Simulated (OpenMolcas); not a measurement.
# Bi³⁺: RASSCF and RASPT2 terms and fine-structure levels

Aim: the low terms and levels of Bi³⁺, with their order and spacing, then second-order correlation under several settings.

Program: OpenMolcas 26.06. Level of theory: state-averaged RASSCF and RASPT2, spin-orbit coupling by RASSI with atomic mean-field integrals. These are calculated values, not measurements, unless marked.

## Step 1: What is computed

| Item | Value |
| --- | --- |
| Species | Bi³⁺ (bismuth, Z = 83, 80 electrons) |
| Basis | ANO-R3 [9s8p6d3f2g1h], 113 functions |
| Scalar Hamiltonian | X2C, finite nucleus |
| Inactive shells | 1s 2s 2p 3s 3p 3d 4s 4p 4d 4f 5s 5p 5d |
| Active space | 2 electrons in 9 orbitals (RAS2 6s 6p; RAS3 6d, at most 2 electrons) |
| Some configurations of this space | 6p2, 6s 6p, 6s2 |
| Orbitals | optimised for each spin and parity, averaged over the low roots |

Outer shells as boxes (Hund's rule):

6p2
```
6p [↑ ][↑ ][  ]
```

6s 6p
```
6s [↑ ]
6p [↑ ][  ][  ]
```

6s2
```
6s [↑↓]
```

Each step is its own input file, run in one work folder so that later steps find the files of earlier ones. Labels, J, g values, rates, χT and fits are worked out afterwards by a script from the matrices that RASSI stores.

## Step 2: One- and two-electron integrals

File a.inp:

```
&GATEWAY
Coord
1

Bi 0.0 0.0 0.0
Basis=ANO-R3
Group=XYZ
NoMove
AngMom=0.0 0.0 0.0
AMFI
&SEWARD
```

The run is started by

```
$ OMP_NUM_THREADS=1 MOLCAS_MEM=2252 MOLCAS_PROJECT=a pymolcas a.inp > a.log
```

## Step 3: Start orbitals from a smaller active space

File a.inp:

```
&RASSCF
FileOrb=start.orb
Symmetry=1
Spin=3
nActEl=2 0 0
Inactive=20 19
Ras2=1 3
CIRoot=3 3 1
SDav=3
CIMx=300
Iter=120 100
PrWF=0.3
OrbListing=Nothing
MaxOrb=0
Atom
>>> COPY $Project.JobIph JOBPRE
```

## Step 4: Reference wave functions, triplets of even parity, 3 roots

File a.inp:

```
&RASSCF
FileOrb=start.orb
Symmetry=1
Spin=3
nActEl=2 0 2
Inactive=20 19
Ras2=1 3
Ras3=5 0
CIRoot=3 3 1
SDav=18
CIMx=300
Iter=120 100
PrWF=0.3
OrbListing=Nothing
MaxOrb=0
Thrs=2.0e-7 1.0e-1 5.0e-4
Atom
>>> COPY $Project.JobIph JOB001
```

## Step 5: Reference wave functions, singlets of even parity, 7 roots

File a.inp:

```
&RASSCF
FileOrb=start.orb
Symmetry=1
Spin=1
nActEl=2 0 2
Inactive=20 19
Ras2=1 3
Ras3=5 0
CIRoot=7 7 1
SDav=27
CIMx=300
Iter=120 100
PrWF=0.3
OrbListing=Nothing
MaxOrb=0
Thrs=2.0e-7 1.0e-1 5.0e-4
Atom
>>> COPY $Project.JobIph JOB002
```

## Step 6: Reference wave functions, triplets of odd parity, 3 roots

File a.inp:

```
&RASSCF
FileOrb=start.orb
Symmetry=2
Spin=3
nActEl=2 0 2
Inactive=20 19
Ras2=1 3
Ras3=5 0
CIRoot=3 3 1
SDav=18
CIMx=300
Iter=120 100
PrWF=0.3
OrbListing=Nothing
MaxOrb=0
Thrs=2.0e-7 1.0e-1 5.0e-4
Atom
>>> COPY $Project.JobIph JOB003
```

## Step 7: RASSCF: singlets of odd parity, 3 roots

a.inp: that of step 6 with these lines changed.

```diff
@@ -3,3 +3,3 @@
 Symmetry=2
-Spin=3
+Spin=1
 nActEl=2 0 2
@@ -17,2 +17,2 @@
 Atom
->>> COPY $Project.JobIph JOB003
+>>> COPY $Project.JobIph JOB004
```

## Step 8: RASSI: spin-orbit coupling between the states

File a.inp:

```
&RASSI
NrOfJobIphs=4 3 7 3 3
1 2 3
1 2 3 4 5 6 7
1 2 3
1 2 3
IphNames
JOB001
JOB002
JOB003
JOB004
EJob
SpinOrbit
DIPRint=1.0
SOCoupling=1000.0
Subsets=2
MEES
Property=10
'ANGMOM' 1 'ANGMOM' 2 'ANGMOM' 3 'MLTPL  1' 1 'MLTPL  1' 2 'MLTPL  1' 3
'AMFI' 1 'AMFI' 2 'AMFI' 3 'MLTPL  2' 6
SOProperty=3
'ANGMOM' 1 'ANGMOM' 2 'ANGMOM' 3
```

## Step 9: CASPT2: IPEA 0.2, sigma1 regulariser 0.1 (closed shells correlated: 5d)

File a.inp:

```
>>> COPY JOB001 $Project.JobIph
&CASPT2
Multistate=3 1 2 3
NoMult
Frozen=15 19
IPEA=0.2
Sig1=0.1
MaxIter=60
WThr=0.0 0.3 0.05
PrWF=0.5
NoMix
>>> COPY JOB002 $Project.JobIph
&CASPT2
Multistate=7 1 2 3 4 5 6 7
NoMult
Frozen=15 19
IPEA=0.2
Sig1=0.1
MaxIter=60
WThr=0.0 0.3 0.05
PrWF=0.5
NoMix
>>> COPY JOB003 $Project.JobIph
&CASPT2
Multistate=3 1 2 3
NoMult
Frozen=15 19
IPEA=0.2
Sig1=0.1
MaxIter=60
WThr=0.0 0.3 0.05
PrWF=0.5
NoMix
>>> COPY JOB004 $Project.JobIph
&CASPT2
Multistate=3 1 2 3
NoMult
Frozen=15 19
IPEA=0.2
Sig1=0.1
MaxIter=60
WThr=0.0 0.3 0.05
PrWF=0.5
NoMix
```

## Step 10: CASPT2: IPEA 0.3, sigma2 regulariser 0.25 (closed shells correlated: none), extended multistate

File a.inp:

```
>>> COPY JOB001 $Project.JobIph
&CASPT2
XMultistate=3 1 2 3
Frozen=20 19
IPEA=0.3
Sig2=0.25
MaxIter=60
WThr=0.0 0.3 0.05
PrWF=0.5
NoMix
>>> COPY JOB002 $Project.JobIph
&CASPT2
XMultistate=7 1 2 3 4 5 6 7
Frozen=20 19
IPEA=0.3
Sig2=0.25
MaxIter=60
WThr=0.0 0.3 0.05
PrWF=0.5
NoMix
>>> COPY JOB003 $Project.JobIph
&CASPT2
XMultistate=3 1 2 3
Frozen=20 19
IPEA=0.3
Sig2=0.25
MaxIter=60
WThr=0.0 0.3 0.05
PrWF=0.5
NoMix
>>> COPY JOB004 $Project.JobIph
&CASPT2
XMultistate=3 1 2 3
Frozen=20 19
IPEA=0.3
Sig2=0.25
MaxIter=60
WThr=0.0 0.3 0.05
PrWF=0.5
NoMix
```

## Step 11: CASPT2: IPEA 0.1, sigma2 regulariser 0.4 (closed shells correlated: 4f 5s 5p 5d)

File a.inp:

```
>>> COPY JOB001 $Project.JobIph
&CASPT2
Multistate=3 1 2 3
Frozen=14 9
IPEA=0.1
Sig2=0.4
MaxIter=60
WThr=0.0 0.3 0.05
PrWF=0.5
NoMix
>>> COPY JOB002 $Project.JobIph
&CASPT2
Multistate=7 1 2 3 4 5 6 7
Frozen=14 9
IPEA=0.1
Sig2=0.4
MaxIter=60
WThr=0.0 0.3 0.05
PrWF=0.5
NoMix
>>> COPY JOB003 $Project.JobIph
&CASPT2
Multistate=3 1 2 3
Frozen=14 9
IPEA=0.1
Sig2=0.4
MaxIter=60
WThr=0.0 0.3 0.05
PrWF=0.5
NoMix
>>> COPY JOB004 $Project.JobIph
&CASPT2
Multistate=3 1 2 3
Frozen=14 9
IPEA=0.1
Sig2=0.4
MaxIter=60
WThr=0.0 0.3 0.05
PrWF=0.5
NoMix
```

(Steps that only read results are left out.)

**Question.** What will these runs give? Wanted: lowest level; first excited level; spin-orbit lowering of the lowest level; strongest of the lines computed, by gA, at XMS-RASPT2 energies.

The runs gave:

| quantity | value |
| --- | --- |
| method | SS-RASPT2, IPEA 0.2, sigma1 regulariser 0.1 (closed shells correlated: 5d) |
| lowest level | 6s2 1S0, 100 % of that term |
| ground level listed by NIST | 1S0 |
| first excited level | 6s 6p 3P* 0 at 74410 cm-1 |
| spin-orbit lowering of the lowest level | 40.6 cm-1 |
| strongest of the lines computed, by gA, at XMS-RASPT2 energies | 6s 6p 1P* 1 → 6s2 1S0, 87.68 nm, A = 7.37e+09 s⁻¹ |

Cost and accuracy by method:

| method | time of its own steps | time with the reference | mean absolute difference from the measured levels (cm-1) |
| --- | --- | --- | --- |
| A. RASSCF | 27 s | 27 s | 2800 |
| B. SS-RASPT2, IPEA 0.2, sigma1 regulariser 0.1, +5d | 9.3 s | 37 s | 3700 |
| C. XMS-RASPT2, IPEA 0.3, sigma2 regulariser 0.25, +none | 3.4 s | 31 s | 2200 |
| D. SS-RASPT2, IPEA 0.1, sigma2 regulariser 0.4, +4f 5s 5p 5d | 20 s | 47 s | 4300 |

Times are of one thread on a shared host.

Method C lies closest to the measured levels (2200 cm⁻¹ on average) and D farthest (4300). Only the configurations of the active space and the roots asked for are present. Not all states of the active space went into the spin-orbit step. CASPT2 does not keep the components of a term degenerate, and the means are used. The levels of the extra active shells were not computed. Spin-orbit splittings of 6p shells come out too small at this level. Levels of other configurations are missing from the list.
